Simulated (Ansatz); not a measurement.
# CH5Ge radical: one species, many methods

The task here is to estimate one member of a computed series from the others.

Program: Ansatz 0.2.0, Gaussian basis. Level of theory: functionals in def2-TZVPP, the program's frozen cores in correlated methods. These are calculated values, not measurements.

Plan: LDA (SPW92), PBE-D4, revPBE-D4, BLYP-D4, r2SCAN-D4, B97M-V, PBE0-D4, B3LYP-D4, r2SCANh-D4, r2SCAN0-D4, HSE06-D4, BHLYP-D4, CAM-B3LYP-D4, LC-ωPBE, ωB97X-V, ωB97M-V, B2PLYP, PBE-QIDH; CCSD(T)/def2-SVP; CCSD(T)/def2-TZVPP; MP2/def2-QZVPP; extrapolation to the limit; RPA on PBE.

## The relaxed structure

An earlier PBE0-D4 in a triple-zeta def2 set relaxation fixed the geometry.

SMILES `[CH2][GeH3]`, 7 atoms, charge 0, spin multiplicity 2.

Atoms are counted from 1 here; the program's logs count them from 0.

Bond lengths: C1–Ge2 1.920 Å, C1–H3 1.084 Å, C1–H4 1.084 Å, Ge2–H5 1.538 Å, Ge2–H6 1.543 Å, Ge2–H7 1.537 Å. Angles: Ge2–C1–H3 122.0°, Ge2–C1–H4 122.0°, H3–C1–H4 116.0°, C1–Ge2–H5 110.1°, C1–Ge2–H6 110.8°, C1–Ge2–H7 110.0°, H5–Ge2–H6 108.0°, H5–Ge2–H7 109.6°, H6–Ge2–H7 108.2°.

Set-up of the first run:

Contents of in.yaml:

```yaml
crystal:
  periodic: [false, false, false]
  atoms:
    - {symbol: C, position_ang: [-0.235878, -1.139537, 0.109233]}
    - {symbol: Ge, position_ang: [0.174740, 0.724611, -0.092903]}
    - {symbol: H, position_ang: [-1.173818, -1.561302, -0.234101]}
    - {symbol: H, position_ang: [0.439567, -1.826328, 0.606552]}
    - {symbol: H, position_ang: [-0.432235, 1.260671, -1.400559]}
    - {symbol: H, position_ang: [-0.409575, 1.545188, 1.075501]}
    - {symbol: H, position_ang: [1.698500, 0.928696, -0.109323]}
basis:
  gaussian: {orbitals: def2-TZVPP}
magnetization: {spin_polarized: true, initial_magnetization: 1}
hamiltonian: {xc: lda}
output: {orbitals: {seedname: orbitals}}
```

Among the steps run: LDA; PBE-D4 (GGA); revPBE-D4 (GGA); BLYP-D4 (GGA); r2SCAN-D4 (meta-GGA); B97M-V (meta-GGA); PBE0-D4 (hybrid); B3LYP-D4 (hybrid); r2SCANh-D4 (hybrid); r2SCAN0-D4 (hybrid); HSE06-D4 (hybrid); BHLYP-D4 (hybrid); CAM-B3LYP-D4 (range-separated); LC-ωPBE-D4 (range-separated; the results give it without D4); ωB97X-V (range-separated); ωB97M-V (range-separated); B2PLYP (double hybrid); PBE-QIDH (double hybrid).

One table of the session follows, with a row left open; its other results are not shown here.

It belongs to the step «Frontier levels by functional». 

| functional | HOMO (eV) | LUMO (eV) | gap (eV) |
| --- | --- | --- | --- |
| LDA (SPW92) | -5.44 | -3.89 | 1.55 |
| PBE-D4 | -5.50 | -3.33 | 2.17 |
| revPBE-D4 | -5.48 | -3.18 | 2.30 |
| BLYP-D4 | -5.29 | -3.35 | 1.94 |
| r2SCAN-D4 | -5.98 | -2.65 | 3.33 |
| B97M-V | -5.78 | -3.10 | 2.68 |
| PBE0-D4 | -6.88 | -2.09 | 4.80 |
| B3LYP-D4 | -6.53 | -2.55 | 3.99 |
| r2SCANh-D4 | -6.49 | -2.24 | 4.25 |
| r2SCAN0-D4 | -7.24 | -1.64 | 5.60 |
| HSE06-D4 | -6.47 | -2.48 | 3.99 |
| BHLYP-D4 | -8.04 | -0.99 | 7.05 |
| CAM-B3LYP-D4 | -8.18 | -1.08 | 7.10 |
| LC-ωPBE | -9.73 | 0.46 | 10.19 |
| ωB97X-V | -9.12 | -0.11 | 9.01 |
| ωB97M-V | ? | ? | ? |

**Question.** Estimate the row for ωB97M-V.

The run gave: HOMO (eV): -8.90; LUMO (eV): -0.26; gap (eV): 8.64. In the column «HOMO (eV)» it lies between ωB97X-V (-9.12) and CAM-B3LYP-D4 (-8.18).
